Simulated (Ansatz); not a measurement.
# CHNOTe (SMILES O=C1N[Te]1): single points off equilibrium

A test off equilibrium: a structure displaced at random from a GFN2-xTB minimum is computed at several levels, and each is set against CCSD(T).

Method: single points in def2-TZVPP; program: Ansatz 0.2.0, Gaussian basis.

Correlated methods freeze the cores. Filled d shells of the heavier atoms are correlated. Core potentials replace the inner electrons past krypton, and spin-orbit coupling is left out.

**1. The system as given**

SMILES `O=C1N[Te]1`, 5 atoms, charge 0, spin multiplicity 1.

Atoms are counted from 1 here; the program's logs count them from 0.

Bond lengths: O1–C2 1.147 Å, C2–N3 1.283 Å, C2–Te4 2.264 Å, N3–Te4 2.153 Å, N3–H5 0.925 Å. Angles: O1–C2–N3 157.3°, O1–C2–Te4 133.0°, N3–C2–Te4 68.5°, C2–N3–Te4 77.9°, C2–N3–H5 126.1°, Te4–N3–H5 135.6°, C2–Te4–N3 33.6°.

Coordinates:

```
O    -1.4008   -0.3620    1.0221
C    -0.4955   -0.1201    0.3604
N     0.7172    0.1907    0.0818
Te   -0.2936    0.6115   -1.7724
H     1.4722   -0.2831    0.3307
```

**2. CCSD(T)/def2-TZVPP**

Input file run/in.yaml:

```yaml
crystal:
  periodic: [false, false, false]
  atoms:
    - {symbol: O, position_ang: [-1.400800, -0.362000, 1.022100]}
    - {symbol: C, position_ang: [-0.495500, -0.120100, 0.360400]}
    - {symbol: N, position_ang: [0.717200, 0.190700, 0.081800]}
    - {symbol: Te, position_ang: [-0.293600, 0.611500, -1.772400]}
    - {symbol: H, position_ang: [1.472200, -0.283100, 0.330700]}
basis:
  gaussian: {orbitals: def2-TZVPP}
correlation: {method: ccsd_t}
output: {forces: true}
```

The command line of these runs was not kept.

**3. PBE0-D4/def2-TZVPP**

Changes to run/in.yaml since step 2:

```diff
@@ -10,3 +10,3 @@
   gaussian: {orbitals: def2-TZVPP}
-correlation: {method: ccsd_t}
-output: {forces: true}
+hamiltonian: {xc: pbe0, dispersion: d4}
+output: {forces: true, orbitals: {seedname: orbitals}}
```

**4. wB97M-V/def2-TZVPP**

Changes to run/in.yaml since step 3:

```diff
@@ -10,3 +10,3 @@
   gaussian: {orbitals: def2-TZVPP}
-hamiltonian: {xc: pbe0, dispersion: d4}
-output: {forces: true, orbitals: {seedname: orbitals}}
+hamiltonian: {xc: {name: wB97M-V}}
+output: {forces: true}
```

**5. r2SCAN-D4/def2-TZVPP**

Changes to run/in.yaml since step 4:

```diff
@@ -10,3 +10,3 @@
   gaussian: {orbitals: def2-TZVPP}
-hamiltonian: {xc: {name: wB97M-V}}
+hamiltonian: {xc: r2scan, dispersion: d4}
 output: {forces: true}
```

**6. PBE-D4/def2-TZVPP**

Changes to run/in.yaml since step 5:

```diff
@@ -10,3 +10,3 @@
   gaussian: {orbitals: def2-TZVPP}
-hamiltonian: {xc: r2scan, dispersion: d4}
+hamiltonian: {xc: pbe, dispersion: d4}
 output: {forces: true}
```

**7. SPW92/def2-TZVPP**

Changes to run/in.yaml since step 6:

```diff
@@ -10,3 +10,3 @@
   gaussian: {orbitals: def2-TZVPP}
-hamiltonian: {xc: pbe, dispersion: d4}
+hamiltonian: {xc: lda}
 output: {forces: true}
```

**8. LC-wPBE/def2-TZVPP**

Changes to run/in.yaml since step 7:

```diff
@@ -10,3 +10,3 @@
   gaussian: {orbitals: def2-TZVPP}
-hamiltonian: {xc: lda}
+hamiltonian: {xc: {name: LC-wPBE}}
 output: {forces: true}
```

(Steps that only read results are left out.)

Before running it: what results should come out? Wanted: energy less free atoms, CCSD(T)/def2-TZVPP; RMS force component; RMS force error; HOMO and LUMO, PBE0-D4; T1 diagnostic.

**Answer**, as computed:

```
                                  quantity                                                                                         value
energy less free atoms, CCSD(T)/def2-TZVPP                                                                                -1685.3 kJ/mol
                       RMS force component                                                          1.975 to 2.255 eV/Å over the methods
                           RMS force error  PBE0-D4 0.316, wB97M-V 0.363, r2SCAN-D4 0.141, PBE-D4 0.252, SPW92 0.343, LC-wPBE 0.483 eV/Å
                    HOMO and LUMO, PBE0-D4                                                                            -6.08 and -2.48 eV
                             T1 diagnostic                                                                                         0.016
```

Against CCSD(T) the functionals' energies less atoms differ by -561.6 to -77.3 kJ/mol, PBE-D4 by -246.0 kJ/mol. A larger basis would deepen the CCSD(T) value, while the functionals are nearly converged already, so the order here is not reliable. For forces r2SCAN-D4 does best and LC-wPBE worst. Frozen-core CCSD(T) forces in triple zeta carry basis errors of their own, and this is one geometry, so small gaps rank nothing.
